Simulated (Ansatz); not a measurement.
Write a Python script for Ansatz 0.2.0 through its Python package that makes a comparison of functionals at one structure of CdAu, space group Pmma. Level of theory (first run): LDA, PAW, cutoff 550 eV, 5×7×5 k-points, Gaussian smearing of 0.1 eV. The script varies functional: lda, pbesol, blyp.

Input file `POSCAR`:
```text
CdAu
1.0
   4.76450000    0.00000000    0.00000000
   0.00000000    3.15400000    0.00000000
   0.00000000    0.00000000    4.86440000
Cd Au
2 2
Direct
   0.25000000    0.00000000    0.31200000
   0.75000000    0.00000000    0.68800000
   0.25000000    0.50000000    0.81200000
   0.75000000    0.50000000    0.18800000
```

`xc_cdau.py`
```python
"""Functional comparison for CdAu (totals differ with the potentials too)."""

import warnings

import ansatz as az
from ase.io import read
from tabulate import tabulate


def main() -> None:
    warnings.simplefilter("ignore", az.DeckWarning)

    atoms = read("POSCAR", format="vasp")
    cell = az.Crystal.from_ase(atoms)

    calc = (
        cell.calculation()
        .basis(550)
        .kpoints(5, 7, 5, center="gamma")
        .occupations(az.OccupationsMethod.GAUSSIAN)
        .stress()
    )

    rows = []
    for value in ["lda", "pbesol", "blyp"]:
        report = calc.functional(value).run(threads=1).report
        rows.append((value, report["free_energy_ev"] / len(report["lattice"]["sites"]), report["n_iterations"], sum(report["stress_gpa"][i][i] for i in range(3)) / 3, report["n_kpoints"]))

    print(tabulate(rows, headers=["functional", "F/atom (eV)", "iterations", "P (GPa)", "k-points"], floatfmt=".4f", tablefmt="simple"))


if __name__ == "__main__":
    main()
```

```console
$ python xc_cdau.py
functional      F/atom (eV)    iterations    P (GPa)    k-points
------------  -------------  ------------  ---------  ----------
lda             -10491.6097             7    -4.6298          36
pbesol          -10595.7744             6    -0.5024          36
blyp            -10723.0865             7    14.4157          36
```

From lowest to highest: LDA (-4.6 GPa), PBEsol (-0.5 GPa) and BLYP (14.4 GPa). At a fixed cell a lower pressure usually means a smaller equilibrium volume, so LDA prefers the smallest cell and BLYP the largest.

Caveats:
- BLYP can be off by several per cent in the lattices of metals, and by several GPa in the pressure at a fixed cell.
- The mesh is modest for a metal, so energies can be off by several to tens of meV an atom and pressures by half a GPa or more; differences at equal mesh fare better.
- Pressure is positive in compression.
- Spin-orbit coupling, which matters for elements this heavy, is left out.
- The starting cell is as deposited in a crystallographic database; the results hold for this polymorph, which needn't be the stable one.
- Total energies of different functionals can't be compared; pressures, moments and gaps at this one structure can.
- Finished in 22 s on 1 thread of Arm Neoverse V1 (shared host), peak memory 0.54 GiB.
